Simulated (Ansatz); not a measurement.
# BRh3: from a guess to a relaxed structure

The task: take a trial cell of BRh3 to zero force and stress.

Computed with Ansatz 0.2.0 (DFT PBE, scalar-relativistic, plane waves, PAW, unless a step's input says otherwise).

## (1) The system as given

The structure is cubic, space group Pm-3m (No. 221). Conventional cell: a = 3.648 Å, b = 3.648 Å, c = 3.648 Å, α = 90.00°, β = 90.00°, γ = 90.00°. B (site symmetry m-3m) has 12 Rh at 2.58 Å as nearest neighbours. Rh (site symmetry 4/mmm) is surrounded by 4 B at 2.58 Å and 8 Rh at 2.58 Å.

As a file:

```
CELL_PARAMETERS angstrom
3.64814 0.00000 0.00000
0.00000 3.64814 0.00000
0.00000 0.00000 3.64814
ATOMIC_POSITIONS crystal
B 0.00000 0.00000 0.00000
Rh 0.00000 0.50000 0.50000
Rh 0.50000 0.00000 0.50000
Rh 0.50000 0.50000 0.00000
```

The cell is invented: species swapped into a database cell of NbIr3 (Pm-3m, No. 221), with B on the Nb sites and Rh on the Ir sites. Its size is a rough estimate.

## (2) Probe: one point on a coarse mesh

input.yaml reads:

```yaml
crystal:
  lattice:
    - [3.64813516, 0.0, 0.0]
    - [0.0, 3.64813516, 0.0]
    - [0.0, 0.0, 3.64813516]
  atoms:
    - { symbol: B, position: [0.0, 0.0, 0.0] }
    - { symbol: Rh, position: [0.0, 0.5, 0.5] }
    - { symbol: Rh, position: [0.5, 0.0, 0.5] }
    - { symbol: Rh, position: [0.5, 0.5, 0.0] }
basis:
  ecutwfc: 420
kpoints:
  mp_grid: { grid: [6, 6, 6] }
hamiltonian:
  xc: pbe
scf:
  occupations: { method: gaussian, width: 0.1 }
  lower_state_search: "off"
output:
  forces: true
  stress: true
  eigenvalues: true
```

The run is started by

```
$ ansatz run input.yaml --threads 1 --pin off --max-ram 2048MiB --backend cpu --events-out ev --progress --plain --runs-dir out
```

Further runs follow: coarse relaxation; final relaxation.

What does the calculation give? Wanted: conventional cell; volume; energy over the elements; gap on the mesh.

As calculated:

```
                              quantity                                                                      value
symmetry at the end (tolerance 0.05 Å)                                                space group Pm-3m (No. 221)
                     conventional cell  a = 3.686 Å, b = 3.686 Å, c = 3.686 Å, α = 90.00°, β = 90.00°, γ = 90.00°
                                volume                                                              12.52 Å³/atom
              energy over the elements                                                              +0.42 eV/atom
                       gap on the mesh                                                               none (metal)
```

In words: The space group Pm-3m (No. 221) is kept, and the volume per atom grows by 3.1 % from the first guess. The formation energy is positive, so the separate elements lie lower. No finished test with a distortion of lower symmetry is shown, so the end may be a saddle point.
